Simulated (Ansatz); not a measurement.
# CH₆FNO₂Si: up Jacob's ladder to CCSD(T)

One table from this session's results is given with a row withheld; the runs are named, their logs left out.

Method: functionals in def2-TZVPP, the program's frozen cores in correlated methods; program: Ansatz 0.2.0, Gaussian basis.

The runs, in order: PBE-D4, r2SCAN-D4, PBE0-D4, B3LYP-D4, ωB97X-V, ωB97M-V, B2PLYP; CCSD(T)/def2-TZVPP; MP2/def2-QZVPP; extrapolation to the limit.

### Structure used throughout

The geometry comes from an earlier relaxation with PBE0-D4 in a triple-zeta def2 set; it is a stationary point, not always the lowest conformer.

12 atoms, charge 0, spin multiplicity 1.

Atoms are counted from 1 here; the program's logs count them from 0.

Bond lengths: N1–C2 1.438 Å, N1–H7 1.013 Å, N1–H8 1.010 Å, C2–O3 1.406 Å, C2–O4 1.403 Å, C2–Si5 1.906 Å, O3–H9 0.962 Å, O4–H10 0.967 Å, Si5–F6 1.605 Å, Si5–H11 1.478 Å, Si5–H12 1.483 Å. Angles: C2–N1–H7 111.4°, C2–N1–H8 111.1°, H7–N1–H8 110.9°, N1–C2–O3 104.7°, N1–C2–O4 114.5°, N1–C2–Si5 104.4°, O3–C2–O4 110.9°, O3–C2–Si5 112.7°, O4–C2–Si5 109.5°, C2–O3–H9 107.7°, C2–O4–H10 107.5°, C2–Si5–F6 110.1°, C2–Si5–H11 108.2°, C2–Si5–H12 110.2°, F6–Si5–H11 107.6°, F6–Si5–H12 108.6°, H11–Si5–H12 112.2°.

Geometry (Å):

```mol
CH6FNO2Si
  3D, bonds by distance, orders not assigned

 12 11  0  0  0  0  0  0  0  0999 V2000
   -0.6429   -0.2090    1.3218 N   0  0
   -0.1595   -0.3453   -0.0254 C   0  0
   -1.3188   -0.4818   -0.8090 O   0  0
    0.7090   -1.4286   -0.2252 O   0  0
    0.7696    1.2840   -0.3634 Si  0  0
    1.3642    1.2796   -1.8542 F   0  0
   -1.5377   -0.6687    1.4423 H   0  0
    0.0327   -0.5548    1.9880 H   0  0
   -1.0449   -0.5300   -1.7303 H   0  0
    0.2146   -2.2371   -0.0308 H   0  0
   -0.2004    2.3960   -0.2731 H   0  0
    1.8912    1.4404    0.5934 H   0  0
  1  2  8  0
  2  3  8  0
  2  4  8  0
  2  5  8  0
  5  6  8  0
  1  7  8  0
  1  8  8  0
  3  9  8  0
  4 10  8  0
  5 11  8  0
  5 12  8  0
M  END
```

The first run:

Input file in.yaml:

```yaml
crystal:
  periodic: [false, false, false]
  atoms:
    - {symbol: N, position_ang: [-0.642920, -0.209013, 1.321759]}
    - {symbol: C, position_ang: [-0.159489, -0.345296, -0.025370]}
    - {symbol: O, position_ang: [-1.318801, -0.481842, -0.809008]}
    - {symbol: O, position_ang: [0.709049, -1.428567, -0.225241]}
    - {symbol: Si, position_ang: [0.769620, 1.283984, -0.363419]}
    - {symbol: F, position_ang: [1.364169, 1.279630, -1.854219]}
    - {symbol: H, position_ang: [-1.537744, -0.668733, 1.442307]}
    - {symbol: H, position_ang: [0.032664, -0.554764, 1.987975]}
    - {symbol: H, position_ang: [-1.044917, -0.530032, -1.730278]}
    - {symbol: H, position_ang: [0.214578, -2.237072, -0.030771]}
    - {symbol: H, position_ang: [-0.200445, 2.395950, -0.273065]}
    - {symbol: H, position_ang: [1.891233, 1.440355, 0.593430]}
basis:
  gaussian: {orbitals: def2-TZVPP}
hamiltonian: {xc: pbe, dispersion: d4}
output: {forces: true, orbitals: {seedname: orbitals}}
```

Run with:

```bash
> ansatz run in.yaml --threads 4 --pin off --events-out ev --progress --plain --max-ram 10444MiB
```

Among the steps run: PBE-D4 (GGA); r2SCAN-D4 (meta-GGA); PBE0-D4 (hybrid); B3LYP-D4 (hybrid); ωB97X-V (range-separated); ωB97M-V (range-separated); B2PLYP (double hybrid); CCSD(T) in def2-TZVPP; MP2 in def2-QZVPP.

One of the session's tables, all rows but one given; the rest of the session is left out.

It belongs to the step «Atomisation energies». 

| method | atomisation energy (kJ/mol) |
| --- | --- |
| PBE-D4 | 4529.6 |
| r2SCAN-D4 | 4420.8 |
| PBE0-D4 | 4401.7 |
| B3LYP-D4 | 4414.2 |
| ωB97X-V | 4445.3 |
| ωB97M-V | 4446.0 |
| B2PLYP | 4369.5 |
| HF/def2-TZVPP | 2999.5 |
| MP2/def2-TZVPP | 4403.2 |
| CCSD/def2-TZVPP | 4216.4 |
| CCSD(T)/def2-TZVPP | ? |
| MP2/CBS | 4549.0 |
| CCSD(T)/CBS | 4439.9 |

Q: Estimate the row for CCSD(T)/def2-TZVPP from the others.

The run gave: atomisation energy (kJ/mol): 4294.1. In the column «atomisation energy (kJ/mol)» it lies between CCSD/def2-TZVPP (4216.4) and B2PLYP (4369.5).
